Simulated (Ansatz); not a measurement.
**CH₇BOSSi: up Jacob's ladder to CCSD(T)**

How much do the methods differ for CH₇BOSSi? The plan is to run it at one geometry with functionals of several rungs and with coupled cluster. The yardstick is the atomisation energy at the CCSD(T) limit.

Computed with Ansatz 0.2.0, Gaussian basis. Level: functionals in def2-TZVPP, the program's frozen cores in correlated methods.

Plan: PBE-D4, r2SCAN-D4, PBE0-D4, B3LYP-D4, ωB97X-V, ωB97M-V, B2PLYP; CCSD(T)/def2-TZVPP; MP2/def2-QZVPP; extrapolation to the limit.

### 1 The geometry

The geometry comes from an earlier relaxation with PBE0-D4 in a triple-zeta def2 set; it is a stationary point, not always the lowest conformer.

SMILES `O[SiH2]CBS`, 12 atoms, charge 0, spin multiplicity 1.

Atoms are counted from 1 here; the program's logs count them from 0.

Bond lengths: O1–Si2 1.648 Å, O1–H6 0.958 Å, Si2–C3 1.882 Å, Si2–H7 1.489 Å, Si2–H8 1.482 Å, C3–B4 1.544 Å, C3–H9 1.096 Å, C3–H10 1.095 Å, B4–S5 1.787 Å, B4–H11 1.196 Å, S5–H12 1.342 Å. Angles: Si2–O1–H6 118.1°, O1–Si2–C3 112.4°, O1–Si2–H7 111.2°, O1–Si2–H8 105.1°, C3–Si2–H7 108.5°, C3–Si2–H8 109.7°, H7–Si2–H8 109.8°, Si2–C3–B4 110.6°, Si2–C3–H9 105.7°, Si2–C3–H10 105.0°, B4–C3–H9 114.2°, B4–C3–H10 111.6°, H9–C3–H10 109.2°, C3–B4–S5 119.9°, C3–B4–H11 121.9°, S5–B4–H11 118.1°, B4–S5–H12 98.5°.

Geometry (Å):

```xyz
12

O    -2.19218   -0.68639   -0.25306
Si   -0.71492   -0.92996   -0.94124
C     0.69399   -0.69795    0.28453
B     0.69493    0.74036    0.84598
S     1.79154    1.96760    0.15054
H    -2.39946    0.19061    0.07135
H    -0.49753   -0.01036   -2.09211
H    -0.73807   -2.33366   -1.41697
H     1.60658   -0.96781   -0.25907
H     0.51056   -1.43781    1.07117
H    -0.06623    1.08423    1.70232
H     1.38769    3.02605    0.87066
```

### 2 PBE-D4 (GGA)

Input file in.yaml:

```yaml
crystal:
  periodic: [false, false, false]
  atoms:
    - {symbol: O, position_ang: [-2.192183, -0.686395, -0.253056]}
    - {symbol: Si, position_ang: [-0.714924, -0.929963, -0.941241]}
    - {symbol: C, position_ang: [0.693989, -0.697948, 0.284526]}
    - {symbol: B, position_ang: [0.694929, 0.740361, 0.845983]}
    - {symbol: S, position_ang: [1.791539, 1.967597, 0.150543]}
    - {symbol: H, position_ang: [-2.399458, 0.190610, 0.071349]}
    - {symbol: H, position_ang: [-0.497529, -0.010357, -2.092112]}
    - {symbol: H, position_ang: [-0.738070, -2.333663, -1.416966]}
    - {symbol: H, position_ang: [1.606583, -0.967808, -0.259070]}
    - {symbol: H, position_ang: [0.510558, -1.437810, 1.071169]}
    - {symbol: H, position_ang: [-0.066229, 1.084227, 1.702319]}
    - {symbol: H, position_ang: [1.387694, 3.026047, 0.870656]}
basis:
  gaussian: {orbitals: def2-TZVPP}
hamiltonian: {xc: pbe, dispersion: d4}
output: {forces: true, orbitals: {seedname: orbitals}}
```

Started as:

```bash
ansatz run in.yaml --threads 4 --pin off --events-out ev --progress --plain --max-ram 10444MiB
```

Further steps of the session: r2SCAN-D4 (meta-GGA); PBE0-D4 (hybrid); B3LYP-D4 (hybrid); ωB97X-V (range-separated); ωB97M-V (range-separated); B2PLYP (double hybrid); CCSD(T) in def2-TZVPP; MP2 in def2-QZVPP.

Q: Predict the results of all the runs planned. Wanted: atomisation energy, CCSD(T)/CBS; farthest; mean size of error, hybrid; mean size of error, range-separated; gap, smallest and largest; T1 diagnostic; triples share of the correlation energy.

**Answer**, as computed:

| quantity | value |
| --- | --- |
| atomisation energy, CCSD(T)/CBS | 4328.5 kJ/mol |
| functionals within 21.6 kJ/mol (0.5 %) | PBE0-D4, B3LYP-D4, ωB97X-V |
| farthest | B2PLYP (-49.7 kJ/mol) |
| mean size of error, hybrid | 5.7 kJ/mol |
| mean size of error, range-separated | 20.2 kJ/mol |
| gap, smallest and largest | 4.77 eV (PBE-D4), 11.27 eV (ωB97X-V) |
| T1 diagnostic | 0.0127 |
| triples share of the correlation energy | 3.8 % |

What this shows: PBE-D4 misses by +44.9 kJ/mol. Double hybrids carry the basis error of their MP2 part in triple zeta, and no dispersion term here, so their miss is partly the set-up's. Misses under about 21.6 kJ/mol are within the doubt on the reference itself, which lacks core-valence correlation, relativity and higher excitations. Hartree-Fock recovers 75 % of the binding; the rest is correlation. The gap grows from 4.8 to 11.3 eV across the functionals, mostly with the share of exact exchange.
